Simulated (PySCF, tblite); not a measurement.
**C₇H₁₄P₂: geometry, infrared bands and NMR shifts**

Aim: predict the infrared bands and NMR shifts of C₇H₁₄P₂ (`C=CP1(=C)CCPCC1`).

Computed with tblite 0.8.0 and PySCF 2.14.0, with density-fitted response routines of our own, on a single molecule in the gas phase. Atoms are numbered from 0 throughout.

## Step 1: The starting structure

23 atoms, charge 0, multiplicity 1; geometry from: force field or distance geometry start.

Bonds of the start (Å): C0–C1 1.34, C1–P2 1.70, P2–C3 1.73, P2–C4 1.77, C4–C5 1.53, C5–P6 1.85, P6–C7 1.86, C7–C8 1.52, C8–P2 1.77, C0–H9 1.07, C0–H10 1.09, C1–H11 1.09, C3–H12 1.12, C3–H13 1.09, C4–H14 1.10, C4–H15 1.10, C5–H16 1.10, C5–H17 1.09, P6–H18 1.42, C7–H19 1.10, C7–H20 1.09, C8–H21 1.09, C8–H22 1.10.

## Step 2: Optimising the geometry with GFN2-xTB

What the job is given:

```
{"job": {"kind": "relax", "xc": "GFN2-xTB", "basis": "xTB"}, "charge": 0, "multiplicity": 1}
C      2.977300     1.478700     0.044000
C      2.325800     0.364100    -0.321100
P      0.689100     0.053600     0.008100
C      0.318400     0.282000     1.682300
C     -0.417800     1.169600    -0.803600
C     -1.897400     0.819600    -0.665200
P     -2.263200    -0.853500    -1.362400
C     -1.278200    -1.876700    -0.160700
C      0.215200    -1.619100    -0.299700
H      4.016500     1.621400    -0.177900
H      2.452300     2.277700     0.570300
H      2.909600    -0.397200    -0.834800
H      0.480500    -0.531200     2.429900
H     -0.070300     1.225400     2.075200
H     -0.160000     1.207600    -1.874600
H     -0.257800     2.188600    -0.420400
H     -2.182100     0.844400     0.395900
H     -2.505800     1.555700    -1.186800
H     -3.542000    -1.033800    -0.771300
H     -1.613300    -1.659100     0.860100
H     -1.495600    -2.932500    -0.353100
H      0.535400    -1.888200    -1.310400
H      0.758700    -2.270300     0.396700
```

On the command line:

```
$ OMP_NUM_THREADS=1 python probes_run.py task.json out
```

The driver reads the jobs from task.json and runs them one after another.

**Question.** This job is followed by: GFN2-xTB harmonic vibrations, gas phase; GIAO PBE0/pcSseg-1 NMR shielding, non-relativistic, gas phase. What will the session give for the following? strongest single infrared mode (GFN2-xTB); zero-point energy (GFN2-xTB); ¹³C shifts against TMS (PBE0/pcSseg-1, means over atoms taken as alike); ¹H shifts against TMS (PBE0/pcSseg-1, means over atoms taken as alike); ³¹P shifts against H3PO4 (PBE0/pcSseg-1).

**Answer**, as computed:

| quantity | value |
| --- | --- |
| strongest single infrared mode (GFN2-xTB) | 2257 cm⁻¹, 193 km/mol |
| zero-point energy (GFN2-xTB) | 116.0 kcal/mol |
| ¹³C shifts against TMS (PBE0/pcSseg-1, means over atoms taken as alike) | 152.1, 129.4, 25.9, 17.2, -3.1 ppm |
| ¹H shifts against TMS (PBE0/pcSseg-1, means over atoms taken as alike) | 6.31, 5.98, 5.65, 3.99, 3.84, 2.32, 1.72, 1.51, -0.45 ppm |
| ³¹P shifts against H3PO4 (PBE0/pcSseg-1) | -1.5, -99.3 ppm |

In words: Over 129 steps the energy fell by 1.215 eV; of the close pairs, C1–P2 changed most, 1.698 to 1.828 Å. No mode is imaginary among the 63: a minimum at this level. The strongest single mode, at 2257 cm⁻¹, moves mainly H18. Unscaled tight-binding wavenumbers are off by several per cent, some by more. Its intensities can rank the bands wrongly. C1 (alkene CH) lies farthest downfield among carbon, at 152.1 ppm; as expected for a trigonal carbon in a double bond. The most deshielded hydrogen is H11 (hydrogen on an alkene CH), at 6.31 ppm: attached to an sp2 carbon and in the plane of the double bond.
